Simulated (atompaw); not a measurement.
# A PAW (atompaw) potential for antimony, from input to tests

Task: generate the file, and judge it by its logarithmic derivatives, its ghosts and its cutoff.

Program: atompaw 4.2.0.5. Reference atom: PBEsol, scalar-relativistic, spherical and spin-unpolarised. All values are calculated.

## (1) The design

The settings as typed:

| Quantity | Value |
| --- | --- |
| element | antimony (Sb, Z = 51) |
| type | PAW |
| frozen core | [Kr] |
| valence charge | 15 |
| reference configuration | 4d10 5s2 5p3 |
| partial waves | 5s (bound): rc 2.95 bohr; 5s channel at -0.15 Ry: rc 2.95 bohr; 5p (bound): rc 2.60 bohr; 5p channel at 0.55 Ry: rc 2.60 bohr; 4d (bound): rc 1.80 bohr; 4d channel at 1.75 Ry: rc 1.80 bohr; 4f channel at 0.3 Ry: rc 2.95 bohr; 4f channel at 1.2 Ry: rc 2.95 bohr |
| local potential | vpsmatchnc scheme with l = 4 at 1 Ry, radius 2.35 bohr |
| core correction | smooth core density matched at 2.65 bohr |
| augmentation charge | sinc compensation charge, radius 2.35 bohr; PAW radius 2.95 bohr; waves and projectors: custom rrkj gramschmidtortho |

The outer shells as boxes (Hund's rule for the drawing; the calculation is spin-unpolarised):

```
[Kr] core
4d [↑↓][↑↓][↑↓][↑↓][↑↓]
5s [↑↓]
5p [↑ ][↑ ][↑ ]
```

An earlier all-electron run gives the scale for the radii.

All-electron outer shells of the reference configuration (PBEsol, scalar-relativistic, ld1.x):

```
shell  level (eV)  outermost node (bohr)  outermost maximum (bohr)
   4s     -148.62                   0.39                      0.73
   4p     -101.63                   0.39                      0.76
   4d      -33.45                   0.38                      0.84
   5s      -12.88                   0.95                      1.90
   5p       -4.84                   1.04                      2.35
```

## (2) The generation run

File Sb.input:

```
Sb 51
GGA-PBESOL scalarrelativistic loggrid 1500 logderivrange -4 5 226
5 5 4 0 0 0
5 1 3
0 0 0
c
c
c
c
v
c
c
c
v
c
v
3
2.95 2.35 2.35 2.65
y
-0.15
n
y
0.55
n
y
1.75
n
y
0.3
y
1.2
n
custom rrkj gramschmidtortho sinc
4 1 vpsmatchnc
2.95
2.95
2.60
2.60
1.80
1.80
2.95
2.95
PWSCFOUT
UPFDX 0.0125d0 UPFXMIN -7.d0 UPFZMESH 51.d0
END
```

Run with:

```sh
$ atompaw < Sb.input > Sb.log
```

Q: Predict the outcome of this session. Wanted: cutoffs for 10 and 1 mRy, occupied levels; bound ghosts; largest phase difference near zero energy, channels read; lowest eigenvalue of the overlap; share of valence orbitals outside the PAW sphere; UPF file.

As calculated:

| quantity | value |
| --- | --- |
| cutoffs for 10 and 1 mRy, occupied levels | 45 Ry and 60 Ry |
| bound ghosts | s at -2256.43 eV |
| largest phase difference near zero energy, channels read | 0.005 rad |
| lowest eigenvalue of the overlap (Bessel basis) | 0.002 (s) |
| share of valence orbitals outside the PAW sphere | 5s 16 %, 5p 41 %, 4d 0 % |
| UPF file | written |

It has a bound ghost (s), a state that the atom doesn't have, and that rules the file out. The overlap operator is nearly singular (0.002). It counts as of middling hardness, with 45 Ry needed at the looser tolerance. The slowest occupied level is 4d: taken alone it needs 45 Ry to come within 1 mRy, against 8 Ry for 5p. Near zero energy the phases of the channels with partial waves agree within 0.005 rad. All of this concerns the isolated atom, not yet a solid.
